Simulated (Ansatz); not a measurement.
Run this with the Python package of Ansatz (0.2.0) and show what comes out.

`survey_laag3.py`:
```python
"""One SCF of LaAg3 and its post-processing."""

from pathlib import Path
import logging
import sys

import ansatz as az
from ase.data import atomic_numbers
import numpy as np
import spglib

logging.basicConfig(stream=sys.stdout, format="%(levelname)s %(message)s")
log = logging.getLogger("calc")
log.setLevel(logging.INFO)

SIGMA = 0.15
FUNCTIONAL = "pbesol"

crystal = (
    az.Lattice.of([0.0, 3.57051178, 3.57051178], [3.57051178, 0.0, 3.57051178], [3.57051178, 3.57051178, 0.0])
    .atom("La", [0.0, 0.0, 0.0])
    .atom("Ag", [0.25, 0.25, 0.25])
    .atom("Ag", [0.75, 0.75, 0.75])
    .atom("Ag", [0.5, 0.5, 0.5])
)

calculation = (
    crystal.calculation()
    .occupations(az.OccupationsMethod.FERMI_DIRAC, width=SIGMA)
    .kpoints(5)
    .functional(FUNCTIONAL)
    .bader_charges()
    .density_of_states(energy_step=0.05, projected=True)
    .density()
    .potential()
    .electron_localization_function()
    .output_files(volumetric_format="npy")
)
try:
    result = calculation.run(threads=1, backend="cpu")
except az.NonConvergedError as error:
    sys.exit(f"no convergence: {error}")
except az.RefusalError as error:
    sys.exit(f"input refused: {error}")
summary = result.report

energy = summary["free_energy_ev"]
log.info("LaAg3: {:.6f} eV = {:.6f} Ry = {:.6f} Ha".format(energy, energy / 13.605693, energy / 27.211386))
log.info("Fermi level {:.4f} eV, {} k-points, {} symmetry operations".format(summary["fermi_energy_ev"], summary["n_kpoints"], summary["n_symmetry_ops"]))

charges = result.bader_charges()
for atom in charges.atoms:
    log.info(f"Bader charge {atom.symbol:2s} {atom.partial_charge_e:+.3f} e")

# first and second moments of the projected d states
dos = result.density_of_states()
energy = np.asarray(dos.energies_ev) - dos.fermi_ev
window = (energy > -10) & (energy < 4)
for index, site in enumerate(result.projected_density_of_states().sites):
    for shell in site.shells:
        if shell.l == 2:
            g = sum(np.sum(part.g_bin_mean_per_ev, axis=0) for part in shell.curves)[window]
            if g.sum() > 1e-6:
                centre = (g * energy[window]).sum() / g.sum()
                width = np.sqrt((g * (energy[window] - centre) ** 2).sum() / g.sum())
                log.info(f"site {index} {site.species} {shell.label}: centre {centre:.3f} eV, rms width {width:.3f} eV")

spg_cell = (result.lattice.cell_ang, [s.position_frac for s in result.lattice.sites], [atomic_numbers[s.symbol] for s in result.lattice.sites])
# space group as spglib finds it
for tolerance in (1e-5, 1e-3, 1e-1):
    log.info(f"symprec {tolerance:g} A: {spglib.get_spacegroup(spg_cell, symprec=tolerance)}")
print("operations used by the run:", summary["n_symmetry_ops"])

folder = Path(result.write_results("fields"))
log.info("densities in e/A^3, potentials in eV, ELF without unit")
for name in sorted(p.name for p in folder.glob("*.npy")):
    field = np.load(folder / name)
    log.info(f"{name:16s} {str(field.shape):16s} min {field.min():10.4f}  mean {field.mean():10.4f}  max {field.max():10.4f}")
```

```console
$ python survey_laag3.py
DeckWarning: basis.ecutwfc = 420 eV, auto-derived from the records' recommended cutoffs: set by La (normal level)
INFO LaAg3: -28728.660541 eV = -2111.517623 Ry = -1055.758811 Ha
INFO Fermi level 13.9381 eV, 10 k-points, 48 symmetry operations
INFO Bader charge La +1.453 e
INFO Bader charge Ag -0.550 e
INFO Bader charge Ag -0.550 e
INFO Bader charge Ag -0.352 e
INFO site 0 La 5D: centre -0.442 eV, rms width 2.246 eV
INFO site 1 Ag 4D: centre -4.443 eV, rms width 0.964 eV
INFO site 2 Ag 4D: centre -4.443 eV, rms width 0.964 eV
INFO site 3 Ag 4D: centre -4.017 eV, rms width 0.906 eV
INFO symprec 1e-05 A: Fm-3m (225)
INFO symprec 0.001 A: Fm-3m (225)
INFO symprec 0.1 A: Fm-3m (225)
operations used by the run: 48
INFO densities in e/A^3, potentials in eV, ELF without unit
INFO elf.npy          (36, 36, 36)     min     0.0014  mean     0.2691  max     0.8766
INFO rho.npy          (36, 36, 36)     min     0.0902  mean     0.7469  max    21.2079
INFO v_es.npy         (36, 36, 36)     min   -35.4909  mean     8.4037  max    17.2608
INFO v_tot.npy        (36, 36, 36)     min   -63.7025  mean    -2.6360  max     9.2255
```
(Warnings from the package without file and line.)

Absolute energies stand on the zero of these potentials, so only differences at equal settings mean something. A total without «per atom» is that of the cell as typed. For a metal this k-point mesh is coarse: on a finer one energies can move by several to tens of meV an atom and pressures by half a GPa or more, differences at one mesh by less. An absolute Fermi energy rests on an arbitrary zero of the periodic potential and has no direct meaning. Projections exist only for the shells that the potentials hold, some of them semicore, and samples at single energies can miss narrow peaks. A Fermi-Dirac width this large means warm electrons, whose thermal share enters the free energy. Densities and potentials on the grid are those of the valence electrons, and inside the cores they hang on the potentials used. This cell is a computed structure, which may not be the phase found in nature. The computed bands are complete only to about 2.1 eV above the Fermi level; beyond that the density of states is undercounted. A band centre counts only the states inside the window taken. It ran for 9.6 s on 1 thread of AMD EPYC 9R45 96-Core Processor (Zen 5), on a shared host, peak memory 0.46 GiB.
